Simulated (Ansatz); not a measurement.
# AlFH₄OSi: how energies converge with the basis set

An exercise on one series of results from a longer session: the logs are not shown, and one member is left open.

The runs use Ansatz 0.2.0, Gaussian basis; one geometry, several basis sets.

Levels to be run: PBE0-D4/def2-SVP; ωB97M-V/def2-SVP; PBE0-D4/def2-QZVPP; ωB97M-V/def2-QZVPP; CCSD(T)/cc-pV(D+d)Z; CCSD(T)/cc-pV(T+d)Z; CCSD(T)/cc-pV(Q+d)Z; the functionals' def2-TZVPP values are taken from earlier runs.

### Structure used throughout

An earlier PBE0-D4 in a triple-zeta def2 set relaxation fixed the geometry.

8 atoms, charge 0, spin multiplicity 1.

Atoms are counted from 1 here; the program's logs count them from 0.

Bond lengths: F1–Al2 1.644 Å, Al2–O3 1.670 Å, Al2–H5 1.562 Å, O3–Si4 1.628 Å, Si4–H6 1.486 Å, Si4–H7 1.486 Å, Si4–H8 1.486 Å. Angles: F1–Al2–O3 119.0°, F1–Al2–H5 119.1°, O3–Al2–H5 121.8°, Al2–O3–Si4 168.5°, O3–Si4–H6 109.6°, O3–Si4–H7 109.6°, O3–Si4–H8 110.6°, H6–Si4–H7 109.1°, H6–Si4–H8 109.0°, H7–Si4–H8 109.0°.

The first run:

Input file in.yaml:

```yaml
crystal:
  periodic: [false, false, false]
  atoms:
    - {symbol: F, position_ang: [-1.336382, -2.139089, 1.415323]}
    - {symbol: Al, position_ang: [-0.738873, -0.613719, 1.556609]}
    - {symbol: O, position_ang: [-0.020950, 0.101820, 0.229635]}
    - {symbol: Si, position_ang: [0.613745, 0.516546, -1.211390]}
    - {symbol: H, position_ang: [-0.859132, 0.126426, 2.927139]}
    - {symbol: H, position_ang: [-0.329494, 1.409921, -1.933223]}
    - {symbol: H, position_ang: [1.898294, 1.233578, -1.001266]}
    - {symbol: H, position_ang: [0.864892, -0.692582, -2.038726]}
basis:
  gaussian: {orbitals: def2-SVP}
hamiltonian: {xc: pbe0, dispersion: d4}
output: {orbitals: {seedname: orbitals}}
```

On the command line:

```console
> ansatz run in.yaml --threads 2 --pin off --events-out ev --progress --plain --max-ram 22528MiB --backend cpu
```

Among the steps run: PBE0-D4 in def2-SVP; ωB97M-V in def2-SVP; PBE0-D4 in def2-QZVPP; ωB97M-V in def2-QZVPP.

One of the session's tables, all rows but one given; the rest of the session is left out.

```
functional       basis  HOMO (eV)
   PBE0-D4    def2-SVP      -8.84
   PBE0-D4  def2-TZVPP      -8.93
   PBE0-D4  def2-QZVPP      -8.94
   ωB97M-V    def2-SVP     -11.10
   ωB97M-V  def2-TZVPP          ?
   ωB97M-V  def2-QZVPP     -11.25
```

Estimate the missing values for ωB97M-V, def2-TZVPP.

The run gave: HOMO (eV): -11.23. In the column «HOMO (eV)» it lies between ωB97M-V, def2-QZVPP (-11.25) and ωB97M-V, def2-SVP (-11.10).
